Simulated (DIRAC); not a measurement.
# PBE0/dyall-cv2z (sfX2C, uncontracted yes) run of ScF

Aim: a point of an energy scan of ScF. 

The calculation is run with DIRAC 26.1 (patched).

33 further runs of the same task are left out: 2 that didn't finish, 31 set aside as unsound or not needed. Runs told in other sessions of the task aren't counted.

## Step 1: Starting point

ScF: 2 atoms, total charge 0, spin state singlet.

Bond lengths: Sc1–F2 1.833 Å.

## Step 2: A point of an energy scan at PBE0/dyall-cv2z (sfX2C, uncontracted yes)

mol.mol reads:

```
DIRAC
FSc
dyall-cv2z
C   2              A
       21.    1
Sc        0.00000000      0.00000000      0.00000000
LARGE BASIS dyall.cv2z
        9.    1
F         0.00000000      0.00000000      1.83341557
LARGE BASIS dyall.cv2z
FINISH
```

calc.inp reads:

```
**DIRAC
.TITLE
 FSc PBE0
.WAVE FUNCTION
**HAMILTONIAN
.X2C
.SPINFREE
.DFT
PBE0
**INTEGRALS
*READIN
.UNCONTRACT
**GRID
.ULTRAFINE
**WAVE FUNCTION
.SCF
*END OF INPUT
```

Command:

```
$ pam --inp=calc.inp --mol=mol.mol --noarch --mw=163 --aw=368
```

Standard output:

```text
[...]
It.    1    -457.0572853036      0.00D+00  0.00D+00  0.00D+00               0.02342400s   Atom. scrpot
[...]
It.   15    -863.9836362679     -4.77D-12  3.45D-07  6.26D-08   DIIS   9    0.32000000s   LL
[...]
* Convergence after   15 iterations.
[...]
                                   TOTAL ENERGY
                                   ------------
   Charge of molecule : 0
   Electronic energy                        :    -918.53454901749615
   Other contributions to the total energy
   Nuclear repulsion energy                 :      54.55091274959337
[...]
   Total energy                             :    -863.98363626790274
[...]
  * Closed shell, f = 1.0000
   -162.8939140382  ( 2)       -24.7654900139  ( 2)       -17.9741951179  ( 2)       -14.6998850268  ( 2)        -2.2446520054  ( 2)
     -1.4064693611  ( 2)        -1.1515483098  ( 2)        -0.4456268816  ( 2)        -0.1887009741  ( 2)
  * Virtual eigenvalues, f = 0.0000
     -0.1049593407  ( 2)        -0.0696503622  ( 2)         0.0257471498  ( 2)         0.0642698831  ( 2)         0.1670970249  ( 2)
[...]
  * Closed shell, f = 1.0000
    -14.7111434943  ( 2)        -1.3996835000  ( 2)        -0.4268732416  ( 2)
  * Virtual eigenvalues, f = 0.0000
     -0.0824485939  ( 2)        -0.0252231876  ( 2)         0.1068773303  ( 2)         0.1816968851  ( 2)         0.4030191566  ( 2)
      0.4664868155  ( 2)         0.7513961218  ( 2)         0.9642267064  ( 2)         1.0421053054  ( 2)         1.0891629666  ( 2)
[...]
  * Closed shell, f = 1.0000
    -14.7111434943  ( 2)        -1.3996835000  ( 2)        -0.4268732416  ( 2)
  * Virtual eigenvalues, f = 0.0000
     -0.0824485939  ( 2)        -0.0252231876  ( 2)         0.1068773303  ( 2)         0.1816968851  ( 2)         0.4030191566  ( 2)
      0.4664868155  ( 2)         0.7513961218  ( 2)         0.9642267064  ( 2)         1.0421053054  ( 2)         1.0891629666  ( 2)
[...]
* HOMO - LUMO gap:
    E(LUMO) :    -0.10495934 au (symmetry A1 )
  - E(HOMO) :    -0.18870097 au (symmetry A1 )
  ------------------------------------------
    gap     :     0.08374163 au
[...]
```

Wall time 5.4 s (1 thread of Arm Neoverse V2, shared host); peak memory 0.076 GiB.

## Step 3: Results

At PBE0/dyall-cv2z (sfX2C, uncontracted yes):

```
     quantity          value
 total energy  -863.98364 Eh
  HOMO energy       -5.13 eV
  LUMO energy       -2.86 eV
HOMO–LUMO gap        2.28 eV
```
